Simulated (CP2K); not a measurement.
Crystal: NiMoIrPdW.

```
Ni Mo Pd Ir W
1.0
     4.11705    0.00000    0.00000
    -2.05853    3.56547    0.00000
     0.00000    0.00000    5.44580
Ni Mo Pd Ir W
1 1 1 1 1
Direct
  0.00000 0.00000 0.95775
  0.66667 0.33333 0.96161
  0.66667 0.33333 0.46295
  0.33333 0.66667 0.72572
  0.33333 0.66667 0.23642
```

The cell was built by a generator and needn't be a form met in nature.

Base run:

| Item | Value |
| --- | --- |
| Program | CP2K 2026.2 |
| Functional | RPBE |
| Potentials or basis | GTH_POTENTIALS Ni GTH-PBE-q18, Pd GTH-PBE-q18, Ir GTH-PBE-q17, W GTH-PBE-q14; POTENTIAL_UZH Mo GTH-PBE-q14; TZVP-MOLOPT-SR-GTH, TZVP-MOLOPT-PBE-GTH basis |
| Density cutoff | 13606 eV |
| k mesh | 8 × 8 × 5 |
| Occupations | fermi-dirac, width 0.05 eV |
| Spin | collinear spin, ferromagnetic start |
| Starting moments | [1.0, 1.0, 0.0, 0.6, 0.0] μB |

Its results: pressure 3.7 GPa.

**Question.** After a change of settings the same cell gave: pressure -4.8 GPa. Which change was it?
A. functional from RPBE to LDA
B. functional from RPBE to vdW-DF-cx
C. functional from RPBE to r2SCAN
D. functional from RPBE to PBEsol

**Answer.** C.

Caveats: the potentials were made for another functional, which shifts forces and pressure; the basis of atomic orbitals isn't converged, which shifts pressures, moduli and gaps; the total moment is fixed, so each spin has its own Fermi level.

Runs at the PBE level aren't shown here.
